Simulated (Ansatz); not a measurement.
# CH6GeO (SMILES C[O][GeH3]): a chain of runs

We compute a series of 18 runs (HF/STO-3G, UHF/STO-3G, HF/3-21G, UHF/3-21G, HF/6-31G*, UHF/6-31G*, B3LYP/6-31G*, PBE/def2-SVP, and more) of CH6GeO. 

The calculation is run with Ansatz 0.2.0.

**1. The system as given**

CH6GeO: 9 atoms, total charge 0, spin state singlet. SMILES: `C[O][GeH3]`. The coordinates come from a PBE0-D4/def2-TZVP relaxation. The run starts from this shape.

Bond lengths: C1–O2 1.406 Å, O2–Ge3 1.779 Å, C1–H4 1.093 Å, C1–H5 1.099 Å, C1–H6 1.099 Å, Ge3–H7 1.542 Å, Ge3–H8 1.531 Å, Ge3–H9 1.542 Å. Some angles: C1–O2–Ge3 117.8°, O2–C1–H4 108.1°, O2–C1–H5 112.2°, O2–C1–H6 112.2°, O2–Ge3–H7 108.9°, O2–Ge3–H8 104.9°, O2–Ge3–H9 108.9°, H4–C1–H5 108.0°, H4–C1–H6 108.0°, H5–C1–H6 108.1°.

**2. A structure relaxation at HF/STO-3G (start density atoms) (run 1)**

run.yaml reads:

```yaml
crystal:
  periodic: [false, false, false]
  atoms:
    - {symbol: C, position_ang: [-0.461600, 0.939500, -0.879600]}
    - {symbol: O, position_ang: [-0.657300, -0.383600, -0.447300]}
    - {symbol: Ge, position_ang: [0.409500, -1.004400, 0.834300]}
    - {symbol: H, position_ang: [-1.194400, 1.152600, -1.661500]}
    - {symbol: H, position_ang: [0.540900, 1.094500, -1.301500]}
    - {symbol: H, position_ang: [-0.607700, 1.666800, -0.069200]}
    - {symbol: H, position_ang: [1.870200, -0.939000, 0.345100]}
    - {symbol: H, position_ang: [-0.054100, -2.444000, 1.070300]}
    - {symbol: H, position_ang: [0.242900, -0.128600, 2.092200]}
basis:
  gaussian:
    orbitals: STO-3G
hamiltonian:
  xc: hf
relax:
  f_tol: 0.002
output: {orbitals: {seedname: orbitals}}
```

The run is started by

```console
ansatz run run.yaml --threads 1 --pin off --max-ram 3480MiB --events-out events.jsonl --progress --plain --runs-dir runs
```

The program printed:

```text
Warning: RAYON_NUM_THREADS=1 ignored (pool sized by the plan → 1); use --threads N
The last accepted step is kept in runs//last_step.txt (removed where the run ends without a failure and the disk answers)
[... 49 lines left out ...]
Total energy: -58953.87277956 eV, -2166.5148642786 hartree
[... 9 lines left out ...]
Dipole moment:     0.207360     0.091906     0.150525 e Å
```

Wall time 5.7 s (1 thread of Arm Neoverse V1, shared host); peak memory 0.1 GiB.

Step by step:

| step | energy from the first frame kept (eV) | largest force (eV/Å) |
| --- | --- | --- |
| 1 | 0.0000 | 2.0149 |
| 2 | -0.3477 | 0.3287 |
| 3 | -0.3529 | 0.0836 |
| 4 | -0.3532 | 0.0248 |
| 5 | -0.3532 | 0.0093 |
| 6 | -0.3532 | 0.0020 |

After the run. Bond lengths: C1–O2 1.424 Å, O2–Ge3 1.756 Å, C1–H4 1.094 Å, C1–H5 1.097 Å, C1–H6 1.097 Å, Ge3–H7 1.439 Å, Ge3–H8 1.434 Å, Ge3–H9 1.439 Å. Some angles: C1–O2–Ge3 115.0°, O2–C1–H4 108.5°, O2–C1–H5 113.0°, O2–C1–H6 113.0°, O2–Ge3–H7 109.7°, O2–Ge3–H8 105.5°, O2–Ge3–H9 109.7°, H4–C1–H5 107.4°, H4–C1–H6 107.4°, H5–C1–H6 107.3°.

**3. Vibrational wavenumbers at HF/STO-3G (start density atoms) (run 2)**

molecule.yaml reads:

```yaml
crystal:
  periodic: [false, false, false]
  atoms:
    - {symbol: C, position_ang: [-0.451565, 0.920886, -0.861579]}
    - {symbol: O, position_ang: [-0.671615, -0.422376, -0.443090]}
    - {symbol: Ge, position_ang: [0.403710, -0.991477, 0.822876]}
    - {symbol: H, position_ang: [-1.173993, 1.162263, -1.646631]}
    - {symbol: H, position_ang: [0.550224, 1.081844, -1.277999]}
    - {symbol: H, position_ang: [-0.590039, 1.649970, -0.054018]}
    - {symbol: H, position_ang: [1.766357, -0.929190, 0.366090]}
    - {symbol: H, position_ang: [0.007143, -2.345108, 1.081560]}
    - {symbol: H, position_ang: [0.248178, -0.173012, 1.995592]}
basis:
  gaussian:
    orbitals: STO-3G
hamiltonian:
  xc: hf
phonons:
  temperatures: {t_min: 298.15, t_max: 298.15, t_step: 1}
```

The run is started by

```console
ansatz run molecule.yaml --threads 1 --pin off --max-ram 3480MiB --events-out events.jsonl --progress --plain --runs-dir runs
```

The program printed:

```text
Warning: RAYON_NUM_THREADS=1 ignored (pool sized by the plan → 1); use --threads N
[... 295 lines left out ...]
Total energy: -58953.87280444 eV, -2166.5148651931 hartree
[... 9 lines left out ...]
Dipole moment:     0.207358     0.091907     0.150524 e Å
Vibrations: 133.06 208.61 315.80 626.52 768.28 793.33 1086.11 1115.77 1137.58 1321.92 1348.22 1363.11 1785.45 1831.93 1840.00 2418.14 2435.15 2479.83 3493.37 3651.53 3681.17 cm⁻¹, zero-point energy 2.097496 eV
```

It took 28 s on 1 thread of Arm Neoverse V1, shared host.

Runs 3 to 5 aren't shown in full; the table further down has their settings and results.

**4. Vibrational wavenumbers at HF/3-21G (start density atoms) (run 6)**

run.yaml reads:

```yaml
basis:
  gaussian: {orbitals: 3-21G.json}
crystal:
  periodic: [false, false, false]
  atoms:
    - symbol: C
      position_ang: [-0.485088, 1.011766, -0.934971]
    - symbol: O
      position_ang: [-0.528637, -0.296633, -0.368233]
    - symbol: Ge
      position_ang: [0.429757, -1.037983, 0.868710]
    - symbol: H
      position_ang: [-1.258748, 1.075361, -1.685361]
    - symbol: H
      position_ang: [0.472324, 1.213401, -1.406572]
    - symbol: H
      position_ang: [-0.663603, 1.779269, -0.187461]
    - symbol: H
      position_ang: [1.920303, -1.066375, 0.460489]
    - symbol: H
      position_ang: [-0.099307, -2.465024, 1.038049]
    - symbol: H
      position_ang: [0.301398, -0.259984, 2.198151]
hamiltonian: {xc: hf}
total_charge: 0
phonons: {temperatures: {t_min: 298.15, t_max: 298.15, t_step: 1}}
```

The basis set 3-21G is read from a file made from the Basis Set Exchange's data (not shown).

The run is started by

```console
ansatz run run.yaml --threads 1 --pin off --max-ram 3480MiB --events-out events.jsonl --progress --plain --runs-dir runs
```

The program printed:

```text
Warning: RAYON_NUM_THREADS=1 ignored (pool sized by the plan → 1); use --threads N
[... 298 lines left out ...]
Total energy: -59346.42356566 eV, -2180.9408395872 hartree
[... 9 lines left out ...]
Dipole moment:     0.173685     0.237191     0.051711 e Å
Vibrations: 81.07 126.53 189.34 676.91 702.96 715.73 928.11 946.95 998.32 1225.89 1274.34 1307.21 1647.96 1688.41 1691.38 2113.68 2139.58 2194.25 3165.95 3203.01 3274.91 cm⁻¹, zero-point energy 1.877893 eV
```

Run time: 29 s. Hardware: 1 thread of Arm Neoverse V1, shared host; peak memory 0.098 GiB.

Runs 7 to 17 aren't shown in full; the table further down has their settings and results.

**5. Vibrational wavenumbers at MP2/6-31G(d) (Cartesian functions, start density atoms) (run 18)**

run.yaml reads:

```yaml
crystal:
  periodic: [false, false, false]
  atoms:
    - symbol: C
      position_ang: [-0.460940, 0.947948, -0.882856]
    - symbol: O
      position_ang: [-0.682077, -0.398731, -0.463825]
    - symbol: Ge
      position_ang: [0.406083, -1.002407, 0.830140]
    - symbol: H
      position_ang: [-1.190836, 1.167696, -1.664887]
    - symbol: H
      position_ang: [0.546351, 1.087972, -1.296733]
    - symbol: H
      position_ang: [-0.605009, 1.661565, -0.060949]
    - symbol: H
      position_ang: [1.873066, -0.936532, 0.344075]
    - symbol: H
      position_ang: [-0.041538, -2.449000, 1.084449]
    - symbol: H
      position_ang: [0.243299, -0.124711, 2.093386]
basis:
  gaussian: {orbitals: "6-31G*"}
correlation: {method: mp2}
phonons: {temperatures: {t_min: 298.15, t_max: 298.15, t_step: 1}}
```

The run is started by

```console
ansatz run run.yaml --threads 1 --pin off --max-ram 3480MiB --events-out events.jsonl --progress --plain --runs-dir runs
```

The program printed:

```text
Warning: RAYON_NUM_THREADS=1 ignored (pool sized by the plan → 1); use --threads N
[... 41 lines left out ...]
11 core orbitals not correlated: weight in the atoms' cores, before any rotation towards them, 1.000 or more for the frozen orbitals, at most 0.000 for the correlated occupied ones
[... 93 lines left out ...]
11 core orbitals not correlated: weight in the atoms' cores, before any rotation towards them, 1.000 or more for the frozen orbitals, at most 0.000 for the correlated occupied ones
[... 93 lines left out ...]
11 core orbitals not correlated: weight in the atoms' cores, before any rotation towards them, 1.000 or more for the frozen orbitals, at most 0.000 for the correlated occupied ones
[... 94 lines left out ...]
11 core orbitals not correlated: weight in the atoms' cores, before any rotation towards them, 1.000 or more for the frozen orbitals, at most 0.000 for the correlated occupied ones
[... 92 lines left out ...]
Dipole moment:     0.210586     0.171965     0.116373 e Å
[... 1 line left out ...]
Checks for a lower state left out: cluster_reference
```

Wall time 2.6 min (1 thread of Arm Neoverse V1, shared host); peak memory 0.16 GiB.

**6. The series**

```
run                                                    level         task  walk f tol  partner   energy (Eh)  dipole moment (D)  wall time
  1                          HF/STO-3G (start density atoms)     optimise       0.002     base  -2166.514864               1.31      5.7 s
  2                          HF/STO-3G (start density atoms)  frequencies           –     base  -2166.514865               1.31       28 s
  3                         UHF/STO-3G (start density atoms)       energy           –   cation  -2166.299747                  –     0.62 s
  4                         UHF/STO-3G (start density atoms)     optimise           –   cation  -2166.325423                  –      6.9 s
  5                           HF/3-21G (start density atoms)     optimise       0.002     base  -2180.940843               1.43      8.4 s
  6                           HF/3-21G (start density atoms)  frequencies           –     base  -2180.940840               1.43       29 s
  7                          UHF/3-21G (start density atoms)       energy           –   cation  -2180.616324                  –      1.6 s
  8                          UHF/3-21G (start density atoms)     optimise           –   cation  -2180.647324                  –       34 s
  9     HF/6-31G* (Cartesian functions, start density atoms)     optimise       0.002     base  -2191.286192               1.39       16 s
 10     HF/6-31G* (Cartesian functions, start density atoms)  frequencies           –     base  -2191.286192               1.39       83 s
 11    UHF/6-31G* (Cartesian functions, start density atoms)       energy           –   cation  -2190.956325                  –      4.2 s
 12    UHF/6-31G* (Cartesian functions, start density atoms)     optimise           –   cation  -2190.985154                  –       81 s
 13  B3LYP/6-31G* (Cartesian functions, start density atoms)     optimise       0.002     base  -2193.695267               1.30       24 s
 14  B3LYP/6-31G* (Cartesian functions, start density atoms)  frequencies           –     base  -2193.695267               1.30    2.3 min
 15                       PBE/def2-SVP (start density atoms)     optimise       0.002     base  -2193.118893               1.13       15 s
 16                       PBE/def2-SVP (start density atoms)  frequencies           –     base  -2193.118893               1.13       83 s
 17    MP2/6-31G* (Cartesian functions, start density atoms)     optimise       0.002     base  -2191.850800               1.42       25 s
 18    MP2/6-31G* (Cartesian functions, start density atoms)  frequencies           –     base  -2191.850800               1.42    2.6 min
```

**7. Results**

| quantity | value |
| --- | --- |
| run 18, MP2/6-31G*: total energy | -2191.85080 Eh |
| run 18, MP2/6-31G*: dipole moment (correlated density) | 1.42 D |
| run 18, MP2/6-31G*: correlation energy (11 core orbitals frozen) | -566.2 mEh |
| run 18, MP2/6-31G*: largest force on an atom | 0.001 eV/Å |
| run 18, MP2/6-31G*: lowest harmonic wavenumber | 135 cm⁻¹ |
| run 18, MP2/6-31G*: highest harmonic wavenumber | 3194 cm⁻¹ |
| run 18, MP2/6-31G*: zero-point energy | 175.1 kJ/mol |
| vertical ionisation energy (to the doublet cation), HF/STO-3G | 5.854 eV |
| vertical ionisation energy (to the doublet cation), HF/3-21G | 8.831 eV |
| vertical ionisation energy (to the doublet cation), HF/6-31G* | 8.976 eV |
| adiabatic ionisation energy (to the doublet cation, no zero-point term), HF/STO-3G | 5.155 eV |
| adiabatic ionisation energy (to the doublet cation, no zero-point term), HF/3-21G | 7.987 eV |
| adiabatic ionisation energy (to the doublet cation, no zero-point term), HF/6-31G* | 8.192 eV |

**Reading.** At HF/STO-3G: removing an electron at fixed nuclei costs 5.85 eV (135 kcal/mol). In a minimal basis such a difference can be off by several eV, whatever the method. At HF/3-21G: the vertical ionisation energy comes to 8.83 eV (204 kcal/mol). At HF/6-31G*: the vertical ionisation energy comes to 8.98 eV (866 kJ/mol). At HF/STO-3G: the adiabatic ionisation energy (to the doublet cation, no zero-point term) is 5.15 eV (119 kcal/mol). At HF/3-21G: the adiabatic ionisation energy (to the doublet cation, no zero-point term) is 7.99 eV (771 kJ/mol). Totals of different functionals can't be ranked against each other. In runs 1, 2, 3, 4 the basis is minimal, so the values are rough. All runs together took 12 min, the longest 2.6 min.
